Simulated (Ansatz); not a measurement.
**InH2 radical: basis-set convergence**

An exercise on one series of results from a longer session: the logs are not shown, and one member is left open.

Computed with Ansatz 0.2.0, Gaussian basis. Level: one geometry, several basis sets.

Plan: PBE0-D4/def2-SVP; ωB97M-V/def2-SVP; PBE0-D4/def2-QZVPP; ωB97M-V/def2-QZVPP; the functionals' def2-TZVPP values are taken from earlier runs.

### The relaxed structure

The geometry comes from an earlier relaxation with PBE0-D4 in a triple-zeta def2 set; it is a stationary point. In takes the def2 core potential; no spin-orbit term is included.

SMILES `[InH2]`, 3 atoms, charge 0, spin multiplicity 2.

Atoms are counted from 1 here; the program's logs count them from 0.

Bond lengths: In1–H2 1.758 Å, In1–H3 1.758 Å. Angles: H2–In1–H3 120.6°.

The first run:

Input file in.yaml:

```yaml
crystal:
  periodic: [false, false, false]
  atoms:
    - {symbol: In, position_ang: [0.384621, -0.425448, 0.149772]}
    - {symbol: H, position_ang: [0.691343, 1.265398, 0.521622]}
    - {symbol: H, position_ang: [-1.086865, -0.904750, -0.684694]}
basis:
  gaussian: {orbitals: def2-SVP}
magnetization: {spin_polarized: true, initial_magnetization: 1}
hamiltonian: {xc: pbe0, dispersion: d4}
output: {orbitals: {seedname: orbitals}}
```

Steps of the session up to this table: PBE0-D4 in def2-SVP; ωB97M-V in def2-SVP; PBE0-D4 in def2-QZVPP; ωB97M-V in def2-QZVPP.

One of the session's tables, all rows but one given; the rest of the session is left out.

It belongs to the step «Functionals by basis». 

| functional | basis | HOMO (eV) | LUMO (eV) |
| --- | --- | --- | --- |
| PBE0-D4 | def2-SVP | -5.40 | -2.54 |
| PBE0-D4 | def2-TZVPP | ? | ? |
| PBE0-D4 | def2-QZVPP | -5.44 | -2.58 |
| ωB97M-V | def2-SVP | -7.32 | -0.89 |
| ωB97M-V | def2-TZVPP | -7.39 | -0.99 |
| ωB97M-V | def2-QZVPP | -7.40 | -1.02 |

**Question.** Estimate the row for PBE0-D4, def2-TZVPP.

**Answer.** HOMO (eV): -5.43; LUMO (eV): -2.57. In the column «HOMO (eV)» it lies between PBE0-D4, def2-QZVPP (-5.44) and PBE0-D4, def2-SVP (-5.40).
